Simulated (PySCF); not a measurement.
# C6H8O4: the cost of one run

Computed with PySCF 2.14.0 and routines of our own; the level stands in each step. Atoms count from 0.

## 1. The starting structure

18 atoms, charge 0, multiplicity 1; geometry from: GFN2-xTB.

## 2. Magnetic properties: GIAO B3LYP/pcSseg-1

The job: settings as JSON, then the geometry in Å.

```
{"job": {"kind": "mag", "xc": "B3LYP", "basis": "pcSseg-1", "isotopologues": 0}, "charge": 0, "multiplicity": 1}
O      2.507226    -0.002406    -1.698009
C      2.869828    -0.198052    -0.577206
O      2.131244    -0.192258     0.523841
C      0.747714     0.035821     0.409862
C      0.229283     0.945008     1.234293
O     -1.064984     1.354944     1.288773
C     -1.808688     1.216628     0.101699
O     -2.329979    -0.047209    -0.136022
C     -1.419744    -1.130257    -0.021594
C     -0.010469    -0.849149    -0.544716
H      3.911782    -0.416135    -0.287170
H      0.847675     1.456499     1.958371
H     -2.676024     1.875618     0.207356
H     -1.184430     1.558024    -0.744170
H     -1.883011    -1.937006    -0.594370
H     -1.354179    -1.437185     1.032430
H     -0.043238    -0.425137    -1.551956
H      0.521235    -1.801431    -0.613069
```

Method: GIAO B3LYP/pcSseg-1 magnetisability, rotational g tensor and spin-rotation constants, non-relativistic, gas phase.

Run with:

```console
> OMP_NUM_THREADS=1 python excited_run.py task.json out
```

This one command runs all jobs of the session in turn.

**Question.** How long does this first job take on 1 thread of Arm Neoverse V1, shared host, and how much memory does it need?

About 44 s, with a peak of 0.94 GiB.
